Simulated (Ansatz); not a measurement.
# F₂H₇NSi: molecular dynamics

The task is to watch the atoms for 40 steps of 1.0 fs, started with velocities for 200 K and run with a Langevin thermostat, and see to which side of the barrier the system falls.

The runs use Ansatz 0.2.0, Gaussian basis; PBE0-D4/def2-SVP.

1 further run of the same task is left out (it didn't finish).

## (1) The system as given

The start, a first-order saddle point found at PBE0-D4 in triple zeta: 11 atoms, charge 0, spin multiplicity 1.

Atoms are counted from 1 here; the program's logs count them from 0.

Bond lengths: Si1–H2 1.672 Å, Si1–H3 1.477 Å, Si1–H4 1.501 Å, Si1–N5 1.688 Å, N5–H10 1.004 Å, N5–H11 1.004 Å, H6–F7 1.143 Å, H6–F9 1.128 Å. Angles: H2–Si1–H3 107.0°, H2–Si1–H4 82.1°, H2–Si1–N5 122.3°, H3–Si1–H4 104.0°, H3–Si1–N5 127.8°, H4–Si1–N5 98.8°, Si1–N5–H10 120.8°, Si1–N5–H11 124.6°, H10–N5–H11 114.6°, F7–H6–F9 158.5°.

Geometry (Å):

```mol
F2H7NSi
  3D, bonds by distance, orders not assigned

 11  8  0  0  0  0  0  0  0  0999 V2000
   -0.3309   -0.6762    0.0888 Si  0  0
    1.1531   -0.3659    0.7948 H   0  0
   -0.0889   -1.5975   -1.0395 H   0  0
   -0.4735   -1.5853    1.2741 H   0  0
   -1.6787    0.3058    0.3528 N   0  0
    1.3285    0.9332   -0.9969 H   0  0
    0.2211    0.7144   -1.1761 F   0  0
    1.7471    0.1434    0.2820 H   0  0
    2.3397    0.8912   -0.4983 F   0  0
   -2.3013    0.1288    1.1204 H   0  0
   -1.9163    1.1082   -0.2020 H   0  0
  1  2  8  0
  1  3  8  0
  1  4  8  0
  1  5  8  0
  5 10  8  0
  5 11  8  0
  6  7  8  0
  6  9  8  0
M  END
```

## (2) The run

md/in.yaml reads:

```yaml
crystal:
  periodic: [false, false, false]
  atoms:
    - {symbol: Si, position_ang: [-0.330930, -0.676192, 0.088766]}
    - {symbol: H, position_ang: [1.153101, -0.365947, 0.794848]}
    - {symbol: H, position_ang: [-0.088901, -1.597531, -1.039534]}
    - {symbol: H, position_ang: [-0.473515, -1.585255, 1.274052]}
    - {symbol: N, position_ang: [-1.678667, 0.305809, 0.352844]}
    - {symbol: H, position_ang: [1.328461, 0.933173, -0.996925]}
    - {symbol: F, position_ang: [0.221145, 0.714391, -1.176100]}
    - {symbol: H, position_ang: [1.747150, 0.143367, 0.281998]}
    - {symbol: F, position_ang: [2.339662, 0.891226, -0.498278]}
    - {symbol: H, position_ang: [-2.301294, 0.128848, 1.120445]}
    - {symbol: H, position_ang: [-1.916313, 1.108212, -0.202016]}
basis:
  gaussian: {orbitals: def2-SVP}
hamiltonian: {xc: pbe0, dispersion: d4}
md: {n_steps: 40, timestep: 1.0, temperature: 200, ensemble: nvt_langevin, seed: 690, friction: 0.01, initial_velocities: maxwell_boltzmann}
```

Command:

```bash
$ ansatz run in.yaml --threads 4 --pin off --events-out ev --progress --plain --max-ram 9574MiB
```

Q: Predict the outcome of this session. Wanted: temperature at the start; mean temperature, second half; lowest and highest potential energy, from the first frame; largest change of potential + kinetic; bonds lost by distance.

**Answer**, as computed:

| quantity | value |
| --- | --- |
| length | 40 steps, 40.0 fs |
| temperature at the start | 182 K |
| mean temperature, second half | 359 K |
| lowest and highest potential energy, from the first frame | -492 and 99 meV |
| largest change of potential + kinetic | 121.1 meV |
| bonds lost by distance | Si1–F7 |

In words: By the last frame it has moved back towards the start side of the step. The system runs downhill by 0.49 eV, and that energy turns into motion. The thermostat trades energy with the molecule, so the sum of potential and kinetic energy isn't conserved: it changes by -97 meV over the run. The mean temperature of the second half is still well above the 200 K set. The instant temperature ranges from 142 to 455 K, as energy passes between motion and strain. Under Langevin the temperature counts 3N degrees of freedom, more than the drawn velocities fill, so it starts at 182 K, not 200 K.
